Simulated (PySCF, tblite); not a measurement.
**C₉H₁₁Cl: geometry, infrared bands and NMR shifts**

What infrared bands and NMR shifts should C₉H₁₁Cl (`C=CC1=C[C@H](CCl)CC=C1`) show?

The runs use tblite 0.8.0 and PySCF 2.14.0, with density-fitted response routines of our own; the level of theory stands in each step. All values are computed, except where a source is named. Atoms are numbered from 0 throughout.

### 1 The starting structure

21 atoms, charge 0, multiplicity 1; geometry from: force field or distance geometry start.

Bonds of the start (Å): C0–C1 1.34, C1–C2 1.44, C2–C3 1.32, C3–C4 1.47, C4–C5 1.53, C5–Cl6 1.77, C4–C7 1.49, C7–C8 1.46, C8–C9 1.30, C9–C2 1.46, C0–H10 1.08, C0–H11 1.09, C1–H12 1.11, C3–H13 1.10, C4–H14 1.13, C5–H15 1.12, C5–H16 1.10, C7–H17 1.13, C7–H18 1.12, C8–H19 1.10, C9–H20 1.10.

### 2 Optimising the geometry with GFN2-xTB

What the job is given:

```
{"job": {"kind": "relax", "xc": "GFN2-xTB", "basis": "xTB"}, "charge": 0, "multiplicity": 1}
C      3.479300    -0.522400    -0.076200
C      2.315600    -0.849200     0.492300
C      1.073000    -0.187000     0.201200
C     -0.041900    -0.553200     0.794900
C     -1.377800     0.018700     0.606100
C     -2.405600    -1.029500     0.188100
Cl    -3.960000    -0.205300    -0.028500
C     -1.488300     1.137400    -0.373200
C     -0.200200     1.462400    -0.986000
C      0.952600     0.903900    -0.755000
H      3.553800     0.268200    -0.810600
H      4.378000    -1.075200     0.206900
H      2.377800    -1.668400     1.234000
H      0.042600    -1.379900     1.520800
H     -1.695900     0.426300     1.614100
H     -2.460300    -1.877500     0.921400
H     -2.061300    -1.442800    -0.773700
H     -1.825300     2.067800     0.162200
H     -2.301400     0.969500    -1.131100
H     -0.200700     2.284600    -1.718900
H      1.837100     1.268500    -1.289300
```

On the command line:

```bash
> OMP_NUM_THREADS=1 python probes_run.py task.json out
```

This one command runs all jobs of the session in turn.

**Question.** This job is followed by: GFN2-xTB harmonic vibrations, gas phase; GIAO PBE0/pcSseg-1 NMR shielding, non-relativistic, gas phase. Predict these results of the whole session: strongest single infrared mode (GFN2-xTB); zero-point energy (GFN2-xTB); 13C shifts against TMS (PBE0/pcSseg-1); 1H shifts against TMS (PBE0/pcSseg-1); 35Cl shifts against HCl (PBE0/pcSseg-1).

**Answer**, as computed:

```
                                 quantity                                                                 value
strongest single infrared mode (GFN2-xTB)                                                  3132 cm⁻¹, 51 km/mol
             zero-point energy (GFN2-xTB)                                                        106.8 kcal/mol
   13C shifts against TMS (PBE0/pcSseg-1)        144.5, 142.2, 135.3, 134.4, 128.1, 119.3, 47.1, 39.5, 27.9 ppm
    1H shifts against TMS (PBE0/pcSseg-1)  6.56, 6.48, 6.10, 5.81, 5.63, 5.44, 3.51, 3.23, 3.03, 2.45, 2.31 ppm
  35Cl shifts against HCl (PBE0/pcSseg-1)                                                                71 ppm
```

**Reading.** The optimisation took 96 steps and gained 0.614 eV; among the close pairs (by a distance rule), C4–C7 changed most, from 1.491 to 1.531 Å. All 57 modes are real, so the xTB geometry is a minimum. The strongest single mode, at 3132 cm⁻¹, moves mainly H10 and H11. GFN2-xTB is a fitted tight-binding method: band positions and strengths are rough. Its intensities can rank the bands wrongly. At PBE0/pcSseg-1: Shielding is most anisotropic at Cl6 (span 394 ppm, paramagnetic term -266 ppm).
